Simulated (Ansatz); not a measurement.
# Mg5CdTe6: the cost of one run

Method: DFT PBE, scalar-relativistic, plane waves, PAW, in Ansatz 0.2.0.

## 1. The structure to begin with

Symmetry: P-4m2, No. 115, tetragonal system. The conventional cell has a = 4.209 Å, b = 4.209 Å, c = 17.858 Å, α = 90.00°, β = 90.00°, γ = 90.00°. Around Mg (site symmetry 2mm) lie 4 Te at 2.58 Å. Around Mg (site symmetry -4m2) lie 4 Te at 2.58 Å. Cd (site symmetry -4m2) is surrounded by 4 Te at 2.58 Å. Te (site symmetry 2mm) has 4 Mg at 2.58 Å as nearest neighbours. Te (site symmetry 2mm) has 2 Cd at 2.58 Å and 2 Mg at 2.58 Å as nearest neighbours.

Coordinates:

```
Mg Cd Te
1.0
     4.20917    0.00000    0.00000
     0.00000    4.20917    0.00000
     0.00000    0.00000   17.85799
Mg Cd Te
5 1 6
Cartesian
  0.0000 0.0000 14.8817
  2.1046 2.1046 11.9053
  0.0000 0.0000 8.9290
  2.1046 2.1046 5.9527
  0.0000 0.0000 2.9763
  2.1046 2.1046 0.0000
  2.1046 0.0000 10.4172
  0.0000 2.1046 7.4408
  2.1046 0.0000 4.4645
  0.0000 2.1046 1.4882
  2.1046 0.0000 16.3698
  0.0000 2.1046 13.3935
```

The start is an ordering of an alloy on its end members' structure types: elements ordered on the sites of the CdTe type, Cd/Mg on Cd (P-4m2, No. 115).

## 2. Probe: one point on a coarse mesh

File input.yaml:

```yaml
crystal:
  lattice:
    - [4.20916819, 0.0, 0.0]
    - [0.0, 4.20916819, 0.0]
    - [0.0, 0.0, 17.85798822]
  atoms:
    - { symbol: Mg, position: [0.0, 0.0, 0.83333333] }
    - { symbol: Mg, position: [0.5, 0.5, 0.66666667] }
    - { symbol: Mg, position: [0.0, 0.0, 0.5] }
    - { symbol: Mg, position: [0.5, 0.5, 0.33333333] }
    - { symbol: Mg, position: [0.0, 0.0, 0.16666667] }
    - { symbol: Cd, position: [0.5, 0.5, 0.0] }
    - { symbol: Te, position: [0.5, 0.0, 0.58333333] }
    - { symbol: Te, position: [0.0, 0.5, 0.41666667] }
    - { symbol: Te, position: [0.5, 0.0, 0.25] }
    - { symbol: Te, position: [0.0, 0.5, 0.08333333] }
    - { symbol: Te, position: [0.5, 0.0, 0.91666667] }
    - { symbol: Te, position: [0.0, 0.5, 0.75] }
basis:
  ecutwfc: 420
kpoints:
  mp_grid: { grid: [4, 4, 1] }
hamiltonian:
  xc: pbe
scf:
  occupations: { method: gaussian, width: 0.1 }
  lower_state_search: "off"
output:
  forces: true
  stress: true
  eigenvalues: true
```

Launch:

```console
> ansatz run input.yaml --threads 1 --pin off --max-ram 2560MiB --backend cpu --events-out ev --progress --plain --runs-dir out
```

Q: Estimate wall time and peak memory on 1 thread of Intel Xeon at 2.50GHz (Skylake/Cascade Lake), shared host.

About 25 s, with a peak of 0.59 GiB.
